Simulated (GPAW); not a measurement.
Crystal: Ge3Pd.

```
Pd Ge
1.0
     4.14202    0.00000    0.00000
     0.00000    4.14202    0.00000
     0.00000    0.00000    4.14202
Pd Ge
1 3
Direct
  0.00000 0.00000 0.00000
  0.50000 0.50000 0.00000
  0.50000 0.00000 0.50000
  0.00000 0.50000 0.50000
```

The cell comes from a database or a generator and needn't be the stable form of this composition.

Program: GPAW 26.7.0. Alike in all runs: no spin polarisation; cell as given; smearing fermi-dirac 0.05 eV. Hardware: 1 thread of Arm Neoverse V2 (shared host).

Problem. Order these runs on this cell by their wall time, lowest first.
A. task band structure; level r2SCAN; potentials or basis GPAW PAW data sets (gpaw-data 1.2.1), pw; k mesh 7 × 7 × 7; cutoff (eV) 600; maxiter 150; band path GXMGRX,MR; band points 100
B. task band structure; level PBE; potentials or basis GPAW PAW data sets (gpaw-data 1.2.1), pw; k mesh 7 × 7 × 7; cutoff (eV) 600; maxiter 150; band path GXMGRX,MR; band points 100
C. task single point; level LDA; potentials or basis the program's PAW data sets (release 1.2.1) made for this functional, pw; k mesh 5 × 5 × 5; cutoff (eV) 450; maxiter 120; convergence default

Solution. C (8.5 s), B (95 s), A (260 s).
